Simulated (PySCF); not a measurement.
# CF3SO3CH3: NMR shifts in gas and solvents, part 2 of 2

PySCF 2.14.0. Atoms count from 0. The steps go on from the part before.

## 6. Nuclear shieldings: B97-2/pcSseg-2

Job settings and geometry (Å):

```
{"job": {"kind": "nmr", "xc": "B97-2", "basis": "pcSseg-2", "pop": false}, "charge": 0, "multiplicity": 1}
C      1.989843    -0.352820     0.272451
O      0.558601    -0.467592     0.391185
S     -0.293608     0.507612    -0.495764
O     -0.205061     0.147947    -1.869056
O     -0.109887     1.855206    -0.078069
C     -1.927289    -0.078193     0.144315
F     -2.029041     0.163359     1.438551
F     -2.075333    -1.371687    -0.076961
F     -2.866925     0.589273    -0.503593
H      2.297537    -0.574061    -0.749820
H      2.309539     0.646554     0.566966
H      2.390448    -1.095571     0.956697
```

With the program's defaults for keys left out, this is: GIAO B97-2/pcSseg-2 NMR shielding, non-relativistic, gas phase.

The program printed:

```text
coarse grid: 12176 points
cycle   1  E = -1001.0817275398  dE =  2.381e+00  |g| = 1.540e+00  |ddm| = 2.749e+00
cycle   2  E = -999.9274979137  dE =  1.154e+00  |g| = 3.033e+00  |ddm| = 2.266e+00
cycle   3  E = -1001.4624615234  dE = -1.535e+00  |g| = 3.013e-01  |ddm| = 1.687e+00
cycle   4  E = -1001.4728172785  dE = -1.036e-02  |g| = 1.887e-01  |ddm| = 2.505e-01
cycle   5  E = -1001.4786849175  dE = -5.868e-03  |g| = 3.356e-02  |ddm| = 9.694e-02
cycle   6  E = -1001.4788846085  dE = -1.997e-04  |g| = 7.019e-03  |ddm| = 2.611e-02
cycle   7  E = -1001.4788916865  dE = -7.078e-06  |g| = 2.406e-03  |ddm| = 4.059e-03
final grid: 118720 points
cycle   8  E = -1001.4747706650  dE = -1.263e-04  |g| = 1.248e-02  |ddm| = 3.526e-02
cycle   9  E = -1001.4747506388  dE =  2.003e-05  |g| = 1.693e-02  |ddm| = 1.118e-02
cycle  10  E = -1001.4747915495  dE = -4.091e-05  |g| = 8.541e-04  |ddm| = 6.719e-03
cycle  11  E = -1001.4747916219  dE = -7.245e-08  |g| = 5.776e-04  |ddm| = 7.752e-04
cycle  12  E = -1001.4747916763  dE = -5.434e-08  |g| = 1.681e-04  |ddm| = 3.751e-04
cycle  13  E = -1001.4747916813  dE = -4.997e-09  |g| = 4.093e-05  |ddm| = 1.171e-04
cycle  14  E = -1001.4747916815  dE = -2.490e-10  |g| = 1.293e-05  |ddm| = 2.818e-05
converged SCF energy = -1001.4747916815

GIAO shielding tensors (ppm)
atom      isotropic    diamagn.    paramagn.     s11        s22        s33       span
  0 C      132.045     241.224    -109.180    101.091    110.017    185.026     83.934
  1 O      177.528     399.292    -221.764     54.295    165.101    313.190    258.895
  2 S      183.446    1051.455    -868.009     17.246    133.536    399.557    382.311
  3 O      130.816     395.236    -264.420     82.766    113.020    196.661    113.895
  4 O      131.427     395.440    -264.013     83.531    112.394    198.356    114.825
  5 C       55.591     247.769    -192.179     43.586     60.138     63.048     19.463
  6 F      260.540     467.135    -206.595    198.570    240.545    342.505    143.935
  7 F      260.354     467.196    -206.842    198.413    240.175    342.474    144.061
  8 F      266.196     463.212    -197.016    201.406    252.289    344.893    143.487
  9 H       27.661      29.249      -1.588     23.519     26.061     33.402      9.883
 10 H       27.633      29.331      -1.698     23.526     26.092     33.280      9.753
 11 H       27.930      28.520      -0.590     24.162     25.852     33.775      9.612
```

Wall time 2.5 min (1 thread of AMD EPYC, shared host); peak memory 1.9 GiB.

Key values: δ C5 129.8, C0 53.3, O3 196.5, O1 150.1, H9 3.90 ppm (means over like atoms).

## 7. Shielding tensors: WP04/pcSseg-2 in chloroform

Same as in step 6 but for these lines:

```diff
@@ -1,2 +1,2 @@
-{"job": {"kind": "nmr", "xc": "B97-2", "basis": "pcSseg-2", "pop": false}, "charge": 0, "multiplicity": 1}
+{"job": {"kind": "nmr", "xc": "WP04", "basis": "pcSseg-2", "pop": false, "solvent": "chloroform"}, "charge": 0, "multiplicity": 1}
 C      1.989843    -0.352820     0.272451
```

Method: GIAO WP04/pcSseg-2 NMR shielding, non-relativistic, IEF-PCM chloroform.

The program printed:

```text
coarse grid: 12176 points
cycle   1  E = -1015.8996351916  dE =  2.460e+00  |g| = 2.097e+00  |ddm| = 2.726e+00
cycle   2  E = -1013.4800803675  dE =  2.420e+00  |g| = 4.302e+00  |ddm| = 2.945e+00
cycle   3  E = -1016.5358294127  dE = -3.056e+00  |g| = 4.931e-01  |ddm| = 2.372e+00
cycle   4  E = -1016.5626996746  dE = -2.687e-02  |g| = 3.232e-01  |ddm| = 4.192e-01
cycle   5  E = -1016.5787845045  dE = -1.608e-02  |g| = 8.822e-02  |ddm| = 1.719e-01
cycle   6  E = -1016.5801644070  dE = -1.380e-03  |g| = 1.194e-02  |ddm| = 5.404e-02
cycle   7  E = -1016.5801832921  dE = -1.889e-05  |g| = 4.670e-03  |ddm| = 6.460e-03
cycle   8  E = -1016.5801866426  dE = -3.350e-06  |g| = 1.210e-03  |ddm| = 2.436e-03
final grid: 118720 points
cycle   9  E = -1016.5674302270  dE = -1.581e-04  |g| = 9.360e-03  |ddm| = 3.970e-02
cycle  10  E = -1016.5674151315  dE =  1.510e-05  |g| = 1.344e-02  |ddm| = 9.555e-03
cycle  11  E = -1016.5674455914  dE = -3.046e-05  |g| = 1.592e-03  |ddm| = 5.787e-03
cycle  12  E = -1016.5674459667  dE = -3.753e-07  |g| = 6.305e-04  |ddm| = 1.125e-03
cycle  13  E = -1016.5674460265  dE = -5.979e-08  |g| = 2.666e-04  |ddm| = 4.029e-04
cycle  14  E = -1016.5674460383  dE = -1.180e-08  |g| = 6.549e-05  |ddm| = 1.554e-04
cycle  15  E = -1016.5674460390  dE = -6.901e-10  |g| = 2.002e-05  |ddm| = 3.687e-05
converged SCF energy = -1016.5674460390

GIAO shielding tensors (ppm)
atom      isotropic    diamagn.    paramagn.     s11        s22        s33       span
  0 C      115.499     240.154    -124.654     82.959     90.619    172.921     89.962
  1 O      154.296     400.589    -246.293     27.033    135.075    300.779    273.746
  2 S      151.680    1053.692    -902.012    -17.184    103.735    368.491    385.675
  3 O      121.979     397.364    -275.385     73.467    102.177    190.294    116.827
  4 O      122.529     397.534    -275.005     74.436    101.582    191.570    117.133
  5 C       38.548     247.764    -209.216     27.047     42.675     45.923     18.876
  6 F      254.630     470.000    -215.370    188.027    228.473    347.392    159.365
  7 F      254.387     470.049    -215.661    187.817    227.994    347.350    159.533
  8 F      260.582     466.253    -205.672    190.930    241.005    349.810    158.880
  9 H       27.716      29.108      -1.392     23.884     26.047     33.217      9.333
 10 H       27.699      29.197      -1.498     23.889     26.083     33.126      9.236
 11 H       27.882      28.353      -0.472     24.390     25.710     33.545      9.156
```

Run time: 2.7 min. Hardware: 1 thread of AMD EPYC, shared host; peak memory 1.8 GiB.

This run: δ C5 136.6, C0 59.6, O3 201.2, O1 169.1, H9 4.10 ppm (means over like atoms).

## 8. Shielding tensors: wB97X-D/pcSseg-2 in chloroform

Same as in step 7 but for these lines:

```diff
@@ -1,2 +1,2 @@
-{"job": {"kind": "nmr", "xc": "WP04", "basis": "pcSseg-2", "pop": false, "solvent": "chloroform"}, "charge": 0, "multiplicity": 1}
+{"job": {"kind": "nmr", "xc": "wB97X-D", "basis": "pcSseg-2", "pop": false, "solvent": "chloroform"}, "charge": 0, "multiplicity": 1}
 C      1.989843    -0.352820     0.272451
```

Level: GIAO wB97X-D/pcSseg-2 NMR shielding, non-relativistic, IEF-PCM chloroform.

The program printed:

```text
coarse grid: 12176 points
cycle   1  E = -1001.0276297231  dE =  2.577e+00  |g| = 1.615e+00  |ddm| = 2.731e+00
cycle   2  E = -1000.6363717920  dE =  3.913e-01  |g| = 2.323e+00  |ddm| = 1.811e+00
cycle   3  E = -1001.4753625044  dE = -8.390e-01  |g| = 1.427e-01  |ddm| = 1.081e+00
cycle   4  E = -1001.4773158150  dE = -1.953e-03  |g| = 9.660e-02  |ddm| = 1.039e-01
cycle   5  E = -1001.4787824563  dE = -1.467e-03  |g| = 1.515e-02  |ddm| = 4.544e-02
cycle   6  E = -1001.4788229553  dE = -4.050e-05  |g| = 4.168e-03  |ddm| = 1.177e-02
cycle   7  E = -1001.4788265634  dE = -3.608e-06  |g| = 1.042e-03  |ddm| = 3.810e-03
final grid: 118720 points
cycle   8  E = -1001.4707588685  dE = -2.261e-04  |g| = 1.154e-02  |ddm| = 4.238e-02
cycle   9  E = -1001.4707619023  dE = -3.034e-06  |g| = 1.108e-02  |ddm| = 8.644e-03
cycle  10  E = -1001.4707770580  dE = -1.516e-05  |g| = 1.014e-03  |ddm| = 3.626e-03
cycle  11  E = -1001.4707772242  dE = -1.662e-07  |g| = 4.418e-04  |ddm| = 7.637e-04
cycle  12  E = -1001.4707772646  dE = -4.039e-08  |g| = 1.211e-04  |ddm| = 3.654e-04
cycle  13  E = -1001.4707772672  dE = -2.555e-09  |g| = 5.156e-05  |ddm| = 9.309e-05
cycle  14  E = -1001.4707772677  dE = -5.437e-10  |g| = 1.324e-05  |ddm| = 4.747e-05
converged SCF energy = -1001.4707772677

GIAO shielding tensors (ppm)
atom      isotropic    diamagn.    paramagn.     s11        s22        s33       span
  0 C      131.662     240.927    -109.265     99.347    108.579    187.061     87.714
  1 O      175.741     398.910    -223.170     47.513    163.543    316.167    268.655
  2 S      172.334    1049.868    -877.534      8.146    129.747    379.109    370.963
  3 O      136.357     395.279    -258.922     87.469    118.500    203.101    115.632
  4 O      136.943     395.477    -258.534     88.163    117.860    204.805    116.642
  5 C       54.782     247.336    -192.555     42.818     59.118     62.409     19.591
  6 F      262.442     466.558    -204.116    199.426    243.891    344.008    144.582
  7 F      262.202     466.623    -204.422    199.216    243.427    343.962    144.745
  8 F      269.105     462.731    -193.626    202.632    257.595    347.088    144.456
  9 H       27.508      28.825      -1.318     23.329     25.868     33.326      9.997
 10 H       27.492      28.927      -1.435     23.344     25.910     33.221      9.878
 11 H       27.595      28.018      -0.423     23.787     25.432     33.567      9.780
```

Wall time 3.4 min (1 thread of AMD EPYC, shared host); peak memory 2 GiB.

This run: δ C5 132.3, C0 55.4, O3 198.5, O1 159.4, H9 4.08 ppm (means over like atoms).

## 9. Run by run: NMR shifts

Shifts (ppm) of some atoms, chosen among heavy atoms and hydrogens apart, means over like atoms, with basis size and wall time (the measured row can stand on another reference than the computed rows):

| run | C5 | H9 | O3 | O1 | S2 | F6 | functions | time |
| --- | --- | --- | --- | --- | --- | --- | --- | --- |
| PBE0/pcSseg-2 | 131.1 | 3.89 | 200.5 | 151.9 | 334 | -86.4 | 373 | 2.7 min |
| KT3/pcSseg-2 | 129.3 | 3.89 | 203.4 | 158.4 | 317 | -102.9 | 373 | 3.5 min |
| wB97X-D/pcSseg-2 | 131.5 | 3.91 | 197.5 | 148.7 | 337 | -79.5 | 373 | 3.5 min |
| B97-2/pcSseg-2 | 129.8 | 3.90 | 196.5 | 150.1 | 334 | -86.4 | 373 | 2.5 min |
| WP04/pcSseg-2 in chloroform | 136.6 | 4.10 | 201.2 | 169.1 | 328 | -77.6 | 373 | 2.7 min |
| wB97X-D/pcSseg-2 in chloroform | 132.3 | 4.08 | 198.5 | 159.4 | 338 | -77.4 | 373 | 3.4 min |
| measured | – | – | – | – | – | -74.8 | – | – |

Measured: G. Saielli, R. Bini, A. Bagno, Computational 19F NMR. 2. Organic compounds, RSC Adv. 2014, ESI (exp. from Berger-Braun-Kalinowski 1994 and Everett 1995).

## 10. Results

This closing draws on all 2 parts.

```
                                                                 quantity                  value
                                     rotational constants (main isotopes)   2.31, 1.18, 1.11 GHz
                                   13C shifts against TMS (PBE0/pcSseg-2)        131.1, 53.1 ppm
   1H shifts against TMS (PBE0/pcSseg-2, means over atoms taken as alike)               3.89 ppm
  17O shifts against H2O (PBE0/pcSseg-2, means over atoms taken as alike)       200.5, 151.9 ppm
                                   33S shifts against CS2 (PBE0/pcSseg-2)                334 ppm
19F shifts against CFCl3 (PBE0/pcSseg-2, means over atoms taken as alike)              -86.4 ppm
                                 measured, and computed on the same scale  F6 δ -74.8, -86.4 ppm
                         range of the shift of O1 (wB97X-D/pcSseg-2 runs)     148.7 to 159.4 ppm
```

The optimisation took 5 steps and gained 0.094 eV; among the close pairs (by a distance rule), O1–S2 changed most, from 1.603 to 1.570 Å. At PBE0/pcSseg-2: The largest span, 383 ppm, is at S2, where the paramagnetic term is -872 ppm. The one measured 19F shift is missed by -11.6 ppm (computed less measured, unscaled). Vibration, temperature and solvent are missing from the calculation, and it holds one conformer, so part of the miss against the measured shifts is not the functional's. At one level, wB97X-D/pcSseg-2: Across the 2 runs the shift of O1 moves most, between 148.7 (wB97X-D/pcSseg-2) and 159.4 ppm (wB97X-D/pcSseg-2 in chloroform). Part of that comes from the computed reference.
